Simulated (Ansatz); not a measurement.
# C3H5F3O4S: how energies converge with the basis set

How large a basis does C3H5F3O4S need? Two functionals are run in growing sets.

Program: Ansatz 0.2.0, Gaussian basis. Level of theory: one geometry, several basis sets. These are calculated values, not measurements.

Levels to be run: PBE0-D4/def2-SVP; ωB97M-V/def2-SVP; PBE0-D4/def2-QZVPP; ωB97M-V/def2-QZVPP; the functionals' def2-TZVPP values are taken from earlier runs.

### 1 Structure used throughout

All runs share one geometry, relaxed beforehand with PBE0-D4 in a triple-zeta def2 set.

SMILES `O=S(=O)(OCCO)C(F)(F)F`, 16 atoms, charge 0, spin multiplicity 1.

Atoms are counted from 1 here; the program's logs count them from 0.

Bond lengths: O1–S2 1.416 Å, S2–O3 1.422 Å, S2–O4 1.564 Å, S2–C8 1.847 Å, O4–C5 1.455 Å, C5–C6 1.505 Å, C5–H12 1.091 Å, C5–H13 1.091 Å, C6–O7 1.403 Å, C6–H14 1.093 Å, C6–H15 1.098 Å, O7–H16 0.962 Å, C8–F9 1.329 Å, C8–F10 1.321 Å, C8–F11 1.320 Å. Angles: O1–S2–O3 123.1°, O1–S2–O4 106.9°, O1–S2–C8 106.8°, O3–S2–O4 110.8°, O3–S2–C8 106.6°, O4–S2–C8 100.2°, S2–O4–C5 121.4°, O4–C5–C6 107.0°, O4–C5–H12 109.2°, O4–C5–H13 107.0°, C6–C5–H12 111.6°, C6–C5–H13 111.3°, H12–C5–H13 110.6°, C5–C6–O7 112.8°, C5–C6–H14 107.9°, C5–C6–H15 109.4°, O7–C6–H14 106.9°, O7–C6–H15 111.9° and more.

As a file:

```
O     1.32486   -1.76936   -1.59436
S     1.30878   -0.82073   -0.54324
O     2.24061    0.24950   -0.44932
O    -0.15840   -0.29218   -0.43117
C    -0.46164    0.96751    0.23096
C    -1.53418    1.64309   -0.58068
O    -2.73152    0.91325   -0.61319
C     1.43614   -1.77048    1.03598
F     1.23385   -0.95358    2.06405
F     0.53160   -2.73266    1.06648
F     2.64397   -2.29521    1.12700
H     0.44453    1.57215    0.28210
H    -0.81753    0.72407    1.23283
H    -1.75898    2.60285   -0.10794
H    -1.15250    1.84810   -1.58937
H    -2.57239    0.09107   -1.08573
```

### 2 PBE0-D4 in def2-SVP

File in.yaml:

```yaml
crystal:
  periodic: [false, false, false]
  atoms:
    - {symbol: O, position_ang: [1.324861, -1.769362, -1.594362]}
    - {symbol: S, position_ang: [1.308782, -0.820727, -0.543239]}
    - {symbol: O, position_ang: [2.240608, 0.249497, -0.449323]}
    - {symbol: O, position_ang: [-0.158398, -0.292180, -0.431167]}
    - {symbol: C, position_ang: [-0.461642, 0.967514, 0.230957]}
    - {symbol: C, position_ang: [-1.534178, 1.643087, -0.580677]}
    - {symbol: O, position_ang: [-2.731520, 0.913248, -0.613189]}
    - {symbol: C, position_ang: [1.436140, -1.770477, 1.035983]}
    - {symbol: F, position_ang: [1.233847, -0.953582, 2.064051]}
    - {symbol: F, position_ang: [0.531604, -2.732656, 1.066478]}
    - {symbol: F, position_ang: [2.643969, -2.295207, 1.127004]}
    - {symbol: H, position_ang: [0.444529, 1.572149, 0.282096]}
    - {symbol: H, position_ang: [-0.817527, 0.724070, 1.232833]}
    - {symbol: H, position_ang: [-1.758983, 2.602847, -0.107938]}
    - {symbol: H, position_ang: [-1.152505, 1.848104, -1.589375]}
    - {symbol: H, position_ang: [-2.572387, 0.091074, -1.085731]}
basis:
  gaussian: {orbitals: def2-SVP}
hamiltonian: {xc: pbe0, dispersion: d4}
output: {orbitals: {seedname: orbitals}}
```

After this run come: ωB97M-V in def2-SVP; PBE0-D4 in def2-QZVPP; ωB97M-V in def2-QZVPP.

Before running them: what should the planned runs give, taken together? Wanted: PBE0-D4: double and triple zeta above quadruple; ωB97M-V: double and triple zeta above quadruple.

**Answer**, as computed:

```
                                       quantity           value
PBE0-D4: double and triple zeta above quadruple  30.28, 1.42 eV
ωB97M-V: double and triple zeta above quadruple  30.76, 1.35 eV
```

PBE0-D4 gains 28.86 eV from double to triple zeta, then 1.42 eV more. Total energies overstate the basis error of differences, where much of it tends to cancel. The LUMO of ωB97M-V is positive and keeps falling with the basis (3.08 to 1.65 eV): an unbound level that the basis holds in place.
